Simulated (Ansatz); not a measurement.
**Si51H52 off sphere (Si51H52): geometry, orbitals and charge**

What does Si51H52 off sphere (Si51H52) look like as a singlet, and where do its frontier electrons sit?

Computed with Ansatz 0.2.0, Gaussian basis. Level: RKS PBE0-D4/def2-SVP.

The runs, in order: relaxation at r2SCAN-D4/def2-SVP; a single point at PBE0-D4/def2-SVP.

1 further run of the same task is left out (set aside as unsound or not needed). Runs told in other sessions of the task aren't counted.

## 1. The starting structure

103 atoms, charge 0, spin multiplicity 1.

Atoms are counted from 1 here; the program's logs count them from 0.

Bond lengths: Si1–Si26 2.382 Å, Si1–Si28 2.316 Å, Si1–H52 1.439 Å, Si1–H53 1.448 Å, Si2–Si27 2.371 Å, Si2–Si29 2.360 Å, Si2–H54 1.433 Å, Si2–H55 1.436 Å, Si3–Si28 2.391 Å, Si3–Si30 2.345 Å, Si3–Si31 2.357 Å, Si3–H56 1.426 Å, Si4–Si29 2.362 Å, Si4–Si30 2.350 Å, Si4–Si32 2.332 Å, Si4–H57 1.462 Å, Si5–Si26 2.330 Å, Si5–Si27 2.333 Å and more. Angles: Si26–Si1–Si28 109.2°, Si26–Si1–H52 109.8°, Si26–Si1–H53 108.9°, Si28–Si1–H52 110.5°, Si28–Si1–H53 111.3°, H52–Si1–H53 107.1°, Si27–Si2–Si29 108.4°, Si27–Si2–H54 108.7°, Si27–Si2–H55 109.7°, Si29–Si2–H54 110.1°, Si29–Si2–H55 109.8°, H54–Si2–H55 110.0°, Si28–Si3–Si30 109.4°, Si28–Si3–Si31 109.3°, Si28–Si3–H56 109.5°, Si30–Si3–Si31 109.7°, Si30–Si3–H56 109.8°, Si31–Si3–H56 109.2° and more.

The start is a built from a lattice or polyhedron geometry.

## 2. Optimising with r2SCAN-D4/def2-SVP

Contents of in.yaml:

```yaml
crystal:
  periodic: [false, false, false]
  atoms:
    - {symbol: Si, position_ang: [-4.450300, -3.678600, 0.005000]}
    - {symbol: Si, position_ang: [-4.475100, -0.961900, -2.708800]}
    - {symbol: Si, position_ang: [-4.463600, -0.966800, 2.721000]}
    - {symbol: Si, position_ang: [-4.451100, 1.740500, 0.008200]}
    - {symbol: Si, position_ang: [-1.751100, -3.693400, -2.722700]}
    - {symbol: Si, position_ang: [-1.731000, -3.690400, 2.711100]}
    - {symbol: Si, position_ang: [0.963700, -3.694800, 0.000100]}
    - {symbol: Si, position_ang: [-1.744200, -0.956100, -5.415900]}
    - {symbol: Si, position_ang: [-1.780700, 1.711700, -2.718100]}
    - {symbol: Si, position_ang: [0.969100, -0.972300, -2.712200]}
    - {symbol: Si, position_ang: [1.007200, 1.723300, -5.436700]}
    - {symbol: Si, position_ang: [-1.709400, -0.965800, 0.009900]}
    - {symbol: Si, position_ang: [-1.747700, 1.715300, 2.718000]}
    - {symbol: Si, position_ang: [0.977100, -0.993900, 2.705300]}
    - {symbol: Si, position_ang: [0.974400, 1.725900, -0.001500]}
    - {symbol: Si, position_ang: [-1.738600, -0.974900, 5.423400]}
    - {symbol: Si, position_ang: [0.984400, 1.753400, 5.435800]}
    - {symbol: Si, position_ang: [0.963200, 4.466500, -2.723000]}
    - {symbol: Si, position_ang: [-1.726800, 4.439500, 0.013700]}
    - {symbol: Si, position_ang: [0.975200, 4.436800, 2.710800]}
    - {symbol: Si, position_ang: [3.691800, -3.686900, -2.730200]}
    - {symbol: Si, position_ang: [3.674400, 1.743000, -2.722500]}
    - {symbol: Si, position_ang: [3.694500, -0.964100, -0.024700]}
    - {symbol: Si, position_ang: [3.694800, 1.758400, 2.711000]}
    - {symbol: Si, position_ang: [3.678800, 4.466800, 0.003800]}
    - {symbol: Si, position_ang: [-3.084300, -5.053900, -1.380000]}
    - {symbol: Si, position_ang: [-3.099400, -2.339900, -4.061600]}
    - {symbol: Si, position_ang: [-3.094900, -2.357700, 1.339800]}
    - {symbol: Si, position_ang: [-3.084500, 0.392500, -1.367400]}
    - {symbol: Si, position_ang: [-5.813300, 0.389000, 1.364800]}
    - {symbol: Si, position_ang: [-3.084600, 0.386100, 4.071800]}
    - {symbol: Si, position_ang: [-3.101700, 3.113600, 1.324000]}
    - {symbol: Si, position_ang: [-0.384400, -2.332700, -1.379100]}
    - {symbol: Si, position_ang: [2.338200, -5.058500, -1.344800]}
    - {symbol: Si, position_ang: [2.331300, -2.323200, -4.055000]}
    - {symbol: Si, position_ang: [-0.376500, -5.061900, 1.335000]}
    - {symbol: Si, position_ang: [-0.356000, -2.334900, 4.062900]}
    - {symbol: Si, position_ang: [2.335400, -2.336100, 1.370500]}
    - {symbol: Si, position_ang: [-0.381800, 0.382500, -4.084000]}
    - {symbol: Si, position_ang: [-0.375200, 3.082300, -1.347800]}
    - {symbol: Si, position_ang: [2.356100, 0.359400, -1.394700]}
    - {symbol: Si, position_ang: [2.342500, 3.136000, -4.088300]}
    - {symbol: Si, position_ang: [-0.401000, 0.391100, 1.345100]}
    - {symbol: Si, position_ang: [-0.389900, 3.092600, 4.081200]}
    - {symbol: Si, position_ang: [2.327100, 0.386400, 4.070600]}
    - {symbol: Si, position_ang: [2.320600, 3.093000, 1.343500]}
    - {symbol: Si, position_ang: [-0.382200, 0.365400, 6.772400]}
    - {symbol: Si, position_ang: [-0.360400, 5.812500, 1.356900]}
    - {symbol: Si, position_ang: [5.056400, -2.339500, -1.361200]}
    - {symbol: Si, position_ang: [5.055100, 3.102000, -1.375100]}
    - {symbol: Si, position_ang: [5.061200, 0.373400, 1.341900]}
    - {symbol: H, position_ang: [-5.306200, -2.859700, -0.812700]}
    - {symbol: H, position_ang: [-5.310300, -4.525700, 0.805100]}
    - {symbol: H, position_ang: [-5.292700, -1.799100, -1.881900]}
    - {symbol: H, position_ang: [-5.302100, -0.134800, -3.542200]}
    - {symbol: H, position_ang: [-5.282700, -1.783000, 3.555800]}
    - {symbol: H, position_ang: [-5.301600, 2.575300, -0.838200]}
    - {symbol: H, position_ang: [-0.901200, -4.528600, -3.550000]}
    - {symbol: H, position_ang: [-2.602200, -4.515700, 3.544000]}
    - {symbol: H, position_ang: [-2.594800, -0.128700, -6.248400]}
    - {symbol: H, position_ang: [-0.895500, -1.810200, -6.282100]}
    - {symbol: H, position_ang: [-2.534100, 2.590400, -3.569700]}
    - {symbol: H, position_ang: [0.126600, 2.578500, -6.291500]}
    - {symbol: H, position_ang: [1.815200, 0.896000, -6.249800]}
    - {symbol: H, position_ang: [-2.562800, -1.853300, 6.268800]}
    - {symbol: H, position_ang: [1.788400, 2.593800, 6.270700]}
    - {symbol: H, position_ang: [0.146500, 5.276700, -3.525200]}
    - {symbol: H, position_ang: [1.842900, 5.276700, -1.872700]}
    - {symbol: H, position_ang: [-2.587300, 5.292300, -0.856100]}
    - {symbol: H, position_ang: [1.840600, 5.278100, 3.548200]}
    - {symbol: H, position_ang: [4.535700, -4.537800, -3.556200]}
    - {symbol: H, position_ang: [4.519700, 0.900900, -3.570200]}
    - {symbol: H, position_ang: [4.521600, 2.574100, 3.547700]}
    - {symbol: H, position_ang: [2.854700, 5.288300, -0.825900]}
    - {symbol: H, position_ang: [4.523300, 5.290600, 0.827200]}
    - {symbol: H, position_ang: [-3.942800, -5.904800, -2.187100]}
    - {symbol: H, position_ang: [-2.277800, -5.897100, -0.515200]}
    - {symbol: H, position_ang: [-3.928900, -3.176400, -4.940700]}
    - {symbol: H, position_ang: [-6.644100, -0.451000, 0.499400]}
    - {symbol: H, position_ang: [-6.638900, 1.208900, 2.178000]}
    - {symbol: H, position_ang: [-3.933500, 1.216800, 4.913400]}
    - {symbol: H, position_ang: [-3.959000, 3.962100, 2.185900]}
    - {symbol: H, position_ang: [1.473000, -5.876600, -2.200200]}
    - {symbol: H, position_ang: [3.175300, -5.891000, -0.521500]}
    - {symbol: H, position_ang: [1.499700, -3.181600, -4.900200]}
    - {symbol: H, position_ang: [3.163300, -1.509100, -4.909300]}
    - {symbol: H, position_ang: [-1.212800, -5.889300, 0.507700]}
    - {symbol: H, position_ang: [0.464200, -5.912300, 2.179400]}
    - {symbol: H, position_ang: [0.455500, -3.190800, 4.910800]}
    - {symbol: H, position_ang: [3.169600, -3.156900, 2.181200]}
    - {symbol: H, position_ang: [3.161000, 3.939900, -4.947300]}
    - {symbol: H, position_ang: [-1.172900, 3.924500, 4.899500]}
    - {symbol: H, position_ang: [3.183300, -0.455500, 4.883700]}
    - {symbol: H, position_ang: [-1.210000, 1.232300, 7.619200]}
    - {symbol: H, position_ang: [0.450700, -0.447600, 7.612300]}
    - {symbol: H, position_ang: [-1.212900, 6.653400, 2.184800]}
    - {symbol: H, position_ang: [0.434000, 6.647100, 0.507500]}
    - {symbol: H, position_ang: [5.900900, -3.168200, -0.508900]}
    - {symbol: H, position_ang: [5.887900, -1.492100, -2.206700]}
    - {symbol: H, position_ang: [5.895900, 2.287400, -0.525200]}
    - {symbol: H, position_ang: [5.877000, 3.932600, -2.202100]}
    - {symbol: H, position_ang: [5.875400, -0.452800, 2.190500]}
    - {symbol: H, position_ang: [5.907500, 1.219400, 0.525500]}
basis:
  gaussian: {orbitals: def2-SVP, fitting: {mean_field: def2-universal-jkfit}}
hamiltonian: {xc: r2scan, dispersion: d4}
scf: {lower_state_search: "off"}
output: {orbitals: {seedname: orbitals}}
relax: {f_tol: 0.03, max_steps: 70}
```

Command:

```sh
ansatz run in.yaml --threads 11 --pin off --events-out ev --progress --plain --max-ram 174080MiB --backend cuda --devices 0, --max-vram 75GiB
```

The runs that follow: Single point, PBE0-D4/def2-SVP.

Q: Predict the results of all the runs planned. Wanted: commonest bond, hydrogen aside; HOMO, LUMO at PBE0-D4/def2-SVP; dipole at r2SCAN-D4/def2-SVP.

**Answer**, as computed:

| quantity | value |
| --- | --- |
| commonest bond, hydrogen aside | Si–Si, 76 of mean length 2.354 Å |
| HOMO, LUMO at PBE0-D4/def2-SVP | -6.69, -2.03 eV |
| dipole at r2SCAN-D4/def2-SVP | 0.06 D |

**Reading.** The molecule keeps its bonding pattern by the stored test; the atoms moved 0.21 Å (rms). No usable vibrations, so a minimum isn't proven. Whether this spin is the lowest isn't tested here.
